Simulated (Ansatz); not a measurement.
I need a comparison of functionals at one structure of BeAl3, space group I4/mmm. Use Ansatz's Python interface. Settings (first run): BLYP, PAW, the default cutoff (420 eV here), 9×9×9 k-points, Fermi-Dirac smearing of 0.05 eV. The script varies functional: blyp, revpbe, rpbe, lda, r2scan.

Input file `POSCAR_beal3`:
```text
BeAl3
1.0
  -1.94219100    1.94219100    3.85189300
   1.94219100   -1.94219100    3.85189300
   1.94219100    1.94219100   -3.85189300
Be Al
1 3
Direct
   0.00000000    0.00000000    0.00000000
   0.75000000    0.25000000    0.50000000
   0.25000000    0.75000000    0.50000000
   0.50000000    0.50000000    0.00000000
```

Script `beal3_xc.py`:
```python
'''Functional comparison for BeAl3 (totals differ with the potentials too).'''

import warnings

import ansatz as az
from ase.io import read
from tabulate import tabulate

warnings.simplefilter('ignore', az.DeckWarning)

atoms = read('POSCAR_beal3', format='vasp')
xtal = az.Crystal.from_ase(atoms)

model = (
    xtal.calculation()
    .kpoints(spacing=0.26)
    .occupations('fermi_dirac', width=0.05)
    .forces()
    .stress()
)

rows = []
for value in ['blyp', 'revpbe', 'rpbe', 'lda', 'r2scan']:
    r = model.functional(value).run().report
    rows.append((value, r['free_energy_ev'] / len(r['lattice']['sites']), r['n_iterations'], sum(r['stress_gpa'][i][i] for i in range(3)) / 3, max(abs(f) for row in r['forces_ev_ang'] for f in row), r['n_kpoints']))

print(tabulate(rows, headers=['functional', 'F/atom (eV)', 'iterations', 'P (GPa)', 'max component (eV/A)', 'k-points'], floatfmt='.4f', tablefmt='plain'))
```

```console
$ python beal3_xc.py
functional      F/atom (eV)    iterations    P (GPa)    max component (eV/A)    k-points
blyp              -428.4247             6     3.1642                  0.0000          75
revpbe            -427.9234             6     2.0811                  0.0000          75
rpbe              -428.5986             6     2.4398                  0.0000          75
lda               -406.5448             6    -3.0453                  0.0000          75
r2scan            -428.4881             6    -1.3719                  0.0000          75
```

From lowest to highest: LDA (-3.0 GPa), r2SCAN (-1.4 GPa), revPBE (2.1 GPa), RPBE (2.4 GPa) and BLYP (3.2 GPa). At a fixed cell a lower pressure usually means a smaller equilibrium volume, so LDA prefers the smallest cell and BLYP the largest.

Notes:
- BLYP can be off by several per cent in the lattices of metals, and by several GPa in the pressure at a fixed cell.
- The mesh is modest for a metal, so energies can be off by several to tens of meV an atom and pressures by half a GPa or more; differences at equal mesh fare better.
- Forces vanish by symmetry here and test nothing.
- Pressure is positive in compression.
- The structure comes from a database of computed cells and needn't be a stable or known phase.
- Total energies of different functionals can't be compared; pressures, moments and gaps at this one structure can.
- Hardware and time: 16 s on 1 thread of Arm Neoverse V2, on a shared host, peak memory 0.68 GiB.
